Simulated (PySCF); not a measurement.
# AgBr4 ([AgBr4]-): the cost of one run

Computed with PySCF 2.14.0 and routines of our own; the level stands in each step. Atoms count from 0.

## Step 1: The starting structure

5 atoms, charge -1, states of the metal's open shell are computed; geometry from: model start, shaken.

## Step 2: Geometry optimisation at PBE0-D3(BJ)/def2-SVP

The job: settings as JSON, then the geometry in Å.

```
{"job": {"xc": "PBE0", "basis": "def2-SVP", "d3": "d3bj", "grid": 1, "maxiter": 45, "kind": "geom"}, "charge": -1, "metal": "Ag", "open_shell": "d8"}
Ag     0.000020     0.004480    -0.004110
Br     2.476640    -0.006820    -0.014870
Br    -2.489100     0.020100    -0.007380
Br    -0.009310     2.497350     0.005350
Br     0.001580    -2.503960    -0.000440
```

On the command line:

```bash
$ OMP_NUM_THREADS=1 python lf_run.py task.json out
```

One launch serves the whole session: the jobs run in the order shown.

**Question.** How long does this first job take on 1 thread of Intel Xeon Platinum 8259CL at 2.50GHz, shared host, and how much memory does it need?

About 3.1 min, with a peak of 0.94 GiB.
